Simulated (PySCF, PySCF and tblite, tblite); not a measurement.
# C2H6GeNP: a path driven as pyramidal inversion, and NMR exchange, part 2 of 2

PySCF and tblite. Atoms count from 0. The steps go on from the part before.

## (11) Kinetics and line shapes

What the job is given:

```
{"job": {"smiles": "C#[C][GeH]([NH2])[PH2]", "charge": 0, "mult": 1, "motion": "inversion", "what": "phosphorus", "atoms": [4], "drives": [{"terms": [["t", [10, 2, 9, 4], 0.3333333333333333], ["t", [2, 9, 10, 4], 0.3333333333333333], ["t", [9, 10, 2, 4], 0.3333333333333333]], "neg": true, "n": 8}], "study": "path", "level": {"kind": "nmr", "xc": "PBE0", "basis": "pcSseg-1"}, "fields": [250, 360, 900], "first": 2, "seed": 579, "refine": {"xc": "PBE0", "basis": "def2-SVP"}, "kind": "path"}, "charge": 0, "multiplicity": 1}
C      2.449125    -0.956829    -0.306764
C      1.412653    -0.454347     0.038644
Ge    -0.284261     0.262749     0.559122
N     -0.447243     1.799717    -0.401730
P     -2.107232    -1.033697     0.003675
H      3.368750    -1.376252    -0.603660
H     -0.162223     0.493589     2.070299
H     -1.352050     2.247042    -0.394381
H      0.265385     2.503895    -0.279482
H     -1.547638    -2.183429     0.543500
H     -1.589841    -1.299767    -1.255185
```

The program printed:

```text
stationary points (kcal/mol above the start)
  n  kind          group   xTB      DFT    lowest mode
  0  minimum      C1       0.00     0.00      76.2
  1  saddle       C1      31.08    24.21    -830.2
  2  minimum      C1       0.52     1.03      59.4

GFN2-xTB energies: T/K, barrier G, reaction G (kcal/mol), k forward, k back (1/s)
 150.00    30.38     0.32   1.73e-32      5e-32
 200.00    30.39     0.30   2.59e-21   5.56e-21
 250.00    30.39     0.29    1.4e-14   2.53e-14
 298.15    30.39     0.28   3.28e-10   5.29e-10
 350.00    30.39     0.28   7.73e-07   1.15e-06
 400.00    30.38     0.27   0.000209   0.000293
 500.00    30.38     0.26       0.55      0.714

PBE0-D3(BJ)/def2-SVP energies: T/K, barrier G, reaction G (kcal/mol), k forward, k back (1/s)
 150.00    24.35     0.55   1.06e-23   6.73e-23
 200.00    24.36     0.54   1.01e-14    3.9e-14
 250.00    24.36     0.53   2.63e-09   7.59e-09
 298.15    24.36     0.52   8.64e-06   2.07e-05
 350.00    24.36     0.51    0.00451    0.00938
 400.00    24.35     0.50      0.413      0.778
 500.00    24.35     0.49        238        391

PBE0/pcSseg-1 + D3(BJ) energies: T/K, barrier G, reaction G (kcal/mol), k forward, k back (1/s)
 150.00    23.51     0.82   1.77e-22   2.77e-21
 200.00    23.52     0.81   8.32e-14   6.35e-13
 250.00    23.52     0.80   1.42e-08   7.07e-08
 298.15    23.52     0.79   3.56e-05   0.000134
 350.00    23.52     0.78     0.0151     0.0462
 400.00    23.51     0.77       1.19       3.14
 500.00    23.51     0.76        553   1.19e+03
```

Run time: 7.8 min. Hardware: 1 thread of Arm Neoverse V1, shared host; peak memory 0.82 GiB. This counts the whole study up to here.

Barriers by level (kcal/mol; entropies in cal/(mol K)). Zero-point and thermal terms come from xTB in every row. ΔG‡ leaves symmetry out; the rate counts one path; effective ΔG‡, where given, is the barrier that would give that rate by Eyring's equation alone:

| level | ΔE‡ | with zero-point | ΔH‡ | ΔS‡ | ΔG‡ (298 K) | ΔE of reaction | k at 298 K (1/s) | effective ΔG‡ |
| --- | --- | --- | --- | --- | --- | --- | --- | --- |
| GFN2-xTB | 31.08 | 30.31 | 30.31 | -0.3 | 30.39 | 0.52 | 3.3e-10 | 30.39 |
| PBE0-D3(BJ)/def2-SVP | 25.05 | 24.28 | 24.28 | -0.3 | 24.36 | 0.76 | 8.6e-06 | 24.36 |
| PBE0/pcSseg-1 + D3(BJ) | 24.21 | 23.44 | 23.44 | -0.3 | 23.52 | 1.03 | 3.6e-05 | 23.52 |

Sites that the driver pairs across this motion, and where their lines would merge (no couplings; faster rotations or exchange between molecules can average them sooner):

```
nucleus        sites: shielding (ppm)  proton frequency (MHz)  spread (Hz)  coalescence (K)  lines at 298 K
    ³¹P    P4: 573.8; P4 (end): 581.5                     900         2844              535               –
     ¹H  H10: 29.16; H10 (end): 29.65                     900          446              494               –
    ¹³C      C1: 94.3; C1 (end): 96.3                     900          434              494               –
     ¹H    H6: 25.69; H6 (end): 25.23                     900          420              493               –
    ¹³C      C0: 81.8; C0 (end): 81.0                     900          194              478               –
     ¹H    H9: 29.53; H9 (end): 29.64                     900          101              466               –
     ¹H    H8: 31.32; H8 (end): 31.23                     900           87              463               –
     ¹H    H5: 28.91; H5 (end): 28.97                     900           58              456               –
```

Rows that set an atom against itself at the end compare its shielding in the two forms.

## (12) Shieldings, start: OPBE/pcSseg-1

What the job is given:

```
{"job": {"kind": "nmr", "xc": "OPBE", "basis": "pcSseg-1", "pop": false}, "charge": 0, "multiplicity": 1}
C      2.440728    -0.941702    -0.330770
C      1.384003    -0.439603     0.003160
Ge    -0.292366     0.294913     0.527137
N     -0.479732     1.851557    -0.422114
P     -2.086676    -1.042429    -0.077351
H      3.375489    -1.383599    -0.627501
H     -0.274753     0.440706     2.067127
H     -1.318247     2.379974    -0.194787
H      0.324445     2.471274    -0.366789
H     -1.610789    -2.156717     0.679391
H     -1.456676    -1.471703    -1.283467
```

The program printed:

```text
coarse grid: 44144 points
cycle   1  E = -2553.0016282476  dE = -3.437e-01  |g| = 1.026e+00  |ddm| = 3.397e+00
cycle   2  E = -2552.7601861540  dE =  2.414e-01  |g| = 1.459e+00  |ddm| = 1.913e+00
cycle   3  E = -2553.1088251467  dE = -3.486e-01  |g| = 2.785e-01  |ddm| = 1.507e+00
cycle   4  E = -2553.1255349427  dE = -1.671e-02  |g| = 1.163e-01  |ddm| = 3.260e-01
cycle   5  E = -2553.1269625048  dE = -1.428e-03  |g| = 7.344e-02  |ddm| = 1.317e-01
cycle   6  E = -2553.1283941400  dE = -1.432e-03  |g| = 1.658e-02  |ddm| = 6.061e-02
cycle   7  E = -2553.1284583560  dE = -6.422e-05  |g| = 3.338e-03  |ddm| = 1.873e-02
cycle   8  E = -2553.1284619648  dE = -3.609e-06  |g| = 7.398e-04  |ddm| = 6.552e-03
final grid: 90608 points
cycle   9  E = -2553.1284564008  dE =  5.081e-08  |g| = 1.058e-03  |ddm| = 4.101e-03
cycle  10  E = -2553.1284554474  dE =  9.534e-07  |g| = 2.159e-03  |ddm| = 3.766e-03
cycle  11  E = -2553.1284565986  dE = -1.151e-06  |g| = 7.879e-04  |ddm| = 2.075e-03
cycle  12  E = -2553.1284567717  dE = -1.730e-07  |g| = 7.703e-05  |ddm| = 7.779e-04
cycle  13  E = -2553.1284567730  dE = -1.374e-09  |g| = 1.087e-05  |ddm| = 9.277e-05
cycle  14  E = -2553.1284567731  dE = -2.819e-11  |g| = 1.288e-06  |ddm| = 1.402e-05
converged SCF energy = -2553.1284567731

GIAO shielding tensors (ppm)
atom      isotropic    diamagn.    paramagn.     s11        s22        s33       span
  0 C       90.685     258.302    -167.617     12.670     14.520    244.864    232.194
  1 C      100.293     270.988    -170.696      3.393      7.715    289.771    286.378
  2 Ge    1351.188    2756.203   -1405.015   1226.142   1339.609   1487.814    261.672
  3 N      250.473     316.342     -65.869    209.976    258.165    283.279     73.303
  4 P      577.375     966.264    -388.889    522.612    591.826    617.687     95.075
  5 H       28.889      33.489      -4.599     23.777     23.937     38.953     15.176
  6 H       25.492      27.215      -1.723     19.272     20.180     37.025     17.752
  7 H       31.571      29.799       1.772     23.311     27.878     43.523     20.212
  8 H       31.282      30.208       1.075     22.798     27.590     43.459     20.661
  9 H       29.426      27.991       1.435     24.690     26.477     37.113     12.423
 10 H       29.075      28.123       0.952     24.148     26.871     36.206     12.058
```

It took 19 s on 1 thread of Arm Neoverse V1, shared host; peak memory 0.63 GiB.

This run: HOMO -5.93 eV, LUMO -1.02 eV; dipole 1.17 D.

## (13) Single-point energy, saddle of leg 1: OPBE/pcSseg-1

What the job is given:

```
{"job": {"kind": "sp", "xc": "OPBE", "basis": "pcSseg-1", "pop": false}, "charge": 0, "multiplicity": 1}
C      2.734452    -0.715303    -0.303675
C      1.612589    -0.357724     0.001127
Ge    -0.143274     0.189587     0.499467
N     -0.392869     1.748816    -0.410089
P     -1.761036    -1.240585    -0.092887
H      3.724502    -1.035949    -0.575847
H     -0.233591     0.200445     2.039699
H     -1.254428     2.244872    -0.202818
H      0.399387     2.385430    -0.410896
H     -2.522706    -1.920364     0.863931
H     -2.163027    -1.499224    -1.408014
```

The program printed:

```text
coarse grid: 44144 points
cycle   1  E = -2552.9588551864  dE = -2.418e-01  |g| = 1.041e+00  |ddm| = 3.478e+00
cycle   2  E = -2552.7166437611  dE =  2.422e-01  |g| = 1.478e+00  |ddm| = 1.963e+00
cycle   3  E = -2553.0690161196  dE = -3.524e-01  |g| = 2.922e-01  |ddm| = 1.529e+00
cycle   4  E = -2553.0877144561  dE = -1.870e-02  |g| = 1.185e-01  |ddm| = 3.426e-01
cycle   5  E = -2553.0890587678  dE = -1.344e-03  |g| = 7.747e-02  |ddm| = 1.355e-01
cycle   6  E = -2553.0906532695  dE = -1.595e-03  |g| = 1.714e-02  |ddm| = 6.310e-02
cycle   7  E = -2553.0907222451  dE = -6.898e-05  |g| = 3.694e-03  |ddm| = 2.018e-02
cycle   8  E = -2553.0907264035  dE = -4.158e-06  |g| = 6.034e-04  |ddm| = 5.964e-03
final grid: 90608 points
cycle   9  E = -2553.0906415994  dE = -6.619e-09  |g| = 8.551e-04  |ddm| = 3.340e-03
cycle  10  E = -2553.0906408100  dE =  7.894e-07  |g| = 1.921e-03  |ddm| = 2.494e-03
cycle  11  E = -2553.0906417185  dE = -9.085e-07  |g| = 6.170e-04  |ddm| = 1.587e-03
cycle  12  E = -2553.0906418220  dE = -1.036e-07  |g| = 5.323e-05  |ddm| = 5.904e-04
cycle  13  E = -2553.0906418227  dE = -6.607e-10  |g| = 1.227e-05  |ddm| = 6.603e-05
converged SCF energy = -2553.0906418227
```

It took 12 s on 1 thread of Arm Neoverse V1, shared host; peak memory 0.51 GiB.

In short: HOMO -4.91 eV, LUMO -1.09 eV; dipole 1.16 D.

## (14) Shieldings, end: OPBE/pcSseg-1

What the job is given:

```
{"job": {"kind": "nmr", "xc": "OPBE", "basis": "pcSseg-1", "pop": false}, "charge": 0, "multiplicity": 1}
C      2.717839    -0.797231    -0.141011
C      1.578573    -0.417472     0.052636
Ge    -0.214710     0.140585     0.359670
N     -0.441890     1.674294    -0.620551
P     -1.640634    -1.460553    -0.530261
H      3.725396    -1.131633    -0.314965
H     -0.392661     0.314544     1.886745
H     -1.273099     2.209952    -0.384782
H      0.364755     2.293146    -0.590645
H     -1.559151    -2.290115     0.631934
H     -2.804703    -0.782318    -0.046052
```

The program printed:

```text
coarse grid: 44144 points
cycle   1  E = -2552.9984602993  dE = -3.441e-01  |g| = 1.028e+00  |ddm| = 3.400e+00
cycle   2  E = -2552.7501779498  dE =  2.483e-01  |g| = 1.469e+00  |ddm| = 1.992e+00
cycle   3  E = -2553.1080332793  dE = -3.579e-01  |g| = 2.730e-01  |ddm| = 1.584e+00
cycle   4  E = -2553.1239018092  dE = -1.587e-02  |g| = 1.175e-01  |ddm| = 3.241e-01
cycle   5  E = -2553.1254151472  dE = -1.513e-03  |g| = 7.359e-02  |ddm| = 1.345e-01
cycle   6  E = -2553.1268543609  dE = -1.439e-03  |g| = 1.757e-02  |ddm| = 6.129e-02
cycle   7  E = -2553.1269296124  dE = -7.525e-05  |g| = 3.092e-03  |ddm| = 2.086e-02
cycle   8  E = -2553.1269328634  dE = -3.251e-06  |g| = 9.317e-04  |ddm| = 7.120e-03
final grid: 90608 points
cycle   9  E = -2553.1269189795  dE =  2.833e-07  |g| = 1.478e-03  |ddm| = 5.226e-03
cycle  10  E = -2553.1269177629  dE =  1.217e-06  |g| = 2.558e-03  |ddm| = 6.210e-03
cycle  11  E = -2553.1269195295  dE = -1.767e-06  |g| = 8.409e-04  |ddm| = 3.403e-03
cycle  12  E = -2553.1269197205  dE = -1.910e-07  |g| = 1.180e-04  |ddm| = 7.339e-04
cycle  13  E = -2553.1269197233  dE = -2.820e-09  |g| = 1.357e-05  |ddm| = 1.011e-04
cycle  14  E = -2553.1269197234  dE = -5.093e-11  |g| = 5.374e-06  |ddm| = 2.042e-05
converged SCF energy = -2553.1269197234

GIAO shielding tensors (ppm)
atom      isotropic    diamagn.    paramagn.     s11        s22        s33       span
  0 C       89.887     258.014    -168.127      8.769     11.761    249.130    240.361
  1 C      102.181     269.907    -167.726      7.301      9.601    289.641    282.340
  2 Ge    1351.427    2756.362   -1404.935   1222.701   1359.961   1471.619    248.918
  3 N      249.699     316.676     -66.977    213.170    258.272    277.654     64.484
  4 P      584.128     965.524    -381.395    531.162    588.834    632.388    101.227
  5 H       28.961      33.246      -4.285     23.717     23.921     39.245     15.528
  6 H       24.991      27.502      -2.511     18.605     19.776     36.593     17.988
  7 H       31.638      30.331       1.307     23.455     27.863     43.597     20.142
  8 H       31.173      30.346       0.827     22.730     27.707     43.083     20.353
  9 H       29.533      27.337       2.195     24.429     26.622     37.546     13.117
 10 H       29.551      27.530       2.021     24.379     27.204     37.070     12.691
```

It took 19 s on 1 thread of Arm Neoverse V1, shared host; peak memory 0.63 GiB.

Key values: HOMO -5.90 eV, LUMO -1.01 eV; dipole 1.88 D.

## (15) Second level: OPBE/pcSseg-1 + D3(BJ)

What the job is given:

```
{"job": {"smiles": "C#[C][GeH]([NH2])[PH2]", "charge": 0, "mult": 1, "motion": "inversion", "what": "phosphorus", "atoms": [4], "drives": [{"terms": [["t", [10, 2, 9, 4], 0.3333333333333333], ["t", [2, 9, 10, 4], 0.3333333333333333], ["t", [9, 10, 2, 4], 0.3333333333333333]], "neg": true, "n": 8}], "study": "path", "level": {"kind": "nmr", "xc": "OPBE", "basis": "pcSseg-1", "wide": true}, "fields": [250, 360, 900], "first": 2, "seed": 579, "refine": {"xc": "PBE0", "basis": "def2-SVP"}, "kind": "pathvar"}, "charge": 0, "multiplicity": 1}
C      2.449125    -0.956829    -0.306764
C      1.412653    -0.454347     0.038644
Ge    -0.284261     0.262749     0.559122
N     -0.447243     1.799717    -0.401730
P     -2.107232    -1.033697     0.003675
H      3.368750    -1.376252    -0.603660
H     -0.162223     0.493589     2.070299
H     -1.352050     2.247042    -0.394381
H      0.265385     2.503895    -0.279482
H     -1.547638    -2.183429     0.543500
H     -1.589841    -1.299767    -1.255185
```

The program printed:

```text
stationary points (kcal/mol above the start)
  n  kind          group   xTB      DFT    lowest mode
  0  minimum      C1       0.00     0.00      76.2
  1  saddle       C1      31.08    24.44    -830.2
  2  minimum      C1       0.52     1.07      59.4

GFN2-xTB energies: T/K, barrier G, reaction G (kcal/mol), k forward, k back (1/s)
 150.00    30.38     0.32   1.73e-32      5e-32
 200.00    30.39     0.30   2.59e-21   5.56e-21
 250.00    30.39     0.29    1.4e-14   2.53e-14
 298.15    30.39     0.28   3.28e-10   5.29e-10
 350.00    30.39     0.28   7.73e-07   1.15e-06
 400.00    30.38     0.27   0.000209   0.000293
 500.00    30.38     0.26       0.55      0.714

PBE0-D3(BJ)/def2-SVP energies: T/K, barrier G, reaction G (kcal/mol), k forward, k back (1/s)
 150.00    24.35     0.55   1.06e-23   6.73e-23
 200.00    24.36     0.54   1.01e-14    3.9e-14
 250.00    24.36     0.53   2.63e-09   7.59e-09
 298.15    24.36     0.52   8.64e-06   2.07e-05
 350.00    24.36     0.51    0.00451    0.00938
 400.00    24.35     0.50      0.413      0.778
 500.00    24.35     0.49        238        391

PBE0/pcSseg-1 + D3(BJ) energies: T/K, barrier G, reaction G (kcal/mol), k forward, k back (1/s)
 150.00    23.51     0.82   1.77e-22   2.77e-21
 200.00    23.52     0.81   8.32e-14   6.35e-13
 250.00    23.52     0.80   1.42e-08   7.07e-08
 298.15    23.52     0.79   3.56e-05   0.000134
 350.00    23.52     0.78     0.0151     0.0462
 400.00    23.51     0.77       1.19       3.14
 500.00    23.51     0.76        553   1.19e+03

OPBE/pcSseg-1 + D3(BJ) energies: T/K, barrier G, reaction G (kcal/mol), k forward, k back (1/s)
 150.00    23.73     0.86    8.2e-23   1.48e-21
 200.00    23.75     0.85   4.68e-14   3.97e-13
 250.00    23.75     0.84   8.99e-09   4.86e-08
 298.15    23.75     0.83   2.42e-05   9.82e-05
 350.00    23.75     0.82     0.0109     0.0353
 400.00    23.74     0.81       0.89       2.48
 500.00    23.74     0.81        440        989
```

It took 8.7 min on 1 thread of Arm Neoverse V1, shared host; peak memory 0.82 GiB. This counts the runs that the step sums up.

Barriers by level (kcal/mol; entropies in cal/(mol K)). Zero-point and thermal terms come from xTB in every row. ΔG‡ leaves symmetry out; the rate counts one path; effective ΔG‡, where given, is the barrier that would give that rate by Eyring's equation alone:

| level | ΔE‡ | with zero-point | ΔH‡ | ΔS‡ | ΔG‡ (298 K) | ΔE of reaction | k at 298 K (1/s) | effective ΔG‡ |
| --- | --- | --- | --- | --- | --- | --- | --- | --- |
| GFN2-xTB | 31.08 | 30.31 | 30.31 | -0.3 | 30.39 | 0.52 | 3.3e-10 | 30.39 |
| PBE0-D3(BJ)/def2-SVP | 25.05 | 24.28 | 24.28 | -0.3 | 24.36 | 0.76 | 8.6e-06 | 24.36 |
| PBE0/pcSseg-1 + D3(BJ) | 24.21 | 23.44 | 23.44 | -0.3 | 23.52 | 1.03 | 3.6e-05 | 23.52 |
| OPBE/pcSseg-1 + D3(BJ) | 24.44 | 23.67 | 23.67 | -0.3 | 23.75 | 1.07 | 2.4e-05 | 23.75 |

## (16) Nudged elastic band, band settings drawn wide

What the job is given:

```
{"job": {"images": 11, "spring": 3.0, "start": "idpp", "climb": true, "fmax": 0.03, "method": "GFN1-xTB", "steps": 200, "xc": "GFN1-xTB", "basis": "xTB", "kind": "neb"}, "charge": 0, "multiplicity": 1}
C      2.449125    -0.956829    -0.306764
C      1.412653    -0.454347     0.038644
Ge    -0.284261     0.262749     0.559122
N     -0.447243     1.799717    -0.401730
P     -2.107232    -1.033697     0.003675
H      3.368750    -1.376252    -0.603660
H     -0.162223     0.493589     2.070299
H     -1.352050     2.247042    -0.394381
H      0.265385     2.503895    -0.279482
H     -1.547638    -2.183429     0.543500
H     -1.589841    -1.299767    -1.255185
```

The program printed:

```text
image   E - E0 / eV
  0       0.0000
  1      -0.0445
  2      -0.0288
  3       0.0392
  4       0.4972
  5       1.1811
  6       0.4560
  7      -0.0209
  8      -0.0749
  9      -0.0832
 10      -0.0143
```

Run time: 9.3 s. Hardware: 1 thread of Arm Neoverse V1, shared host; peak memory 0.51 GiB.

The highest point is number 5, 27.2 kcal/mol above the first.

## (17) What came out

This closing draws on all 2 parts.

```
                        quantity                               value
barrier (PBE0/pcSseg-1 + D3(BJ))  ΔE‡ 24.2, ΔG‡(298 K) 23.5 kcal/mol
              barrier (GFN2-xTB)                   ΔE‡ 31.1 kcal/mol
                   rate at 298 K                         3.6e-05 s⁻¹
                 end of the path         1.0 kcal/mol from the start
```

**Reading.** The barrier is 24.2 kcal/mol at the DFT level (xTB: 31.1); with thermal terms and the count of paths the DFT value gives a rate of 3.6e-05 s⁻¹ at 298 K. An error of 1.4 kcal/mol changes that rate tenfold. It was not proven that each saddle links the two ends. The moving atom is hydrogen and the barrier is narrow, so tunnelling, which is left out, should speed the exchange. OPBE/pcSseg-1 + D3(BJ) moves the barrier from 24.2 to 24.4 kcal/mol.
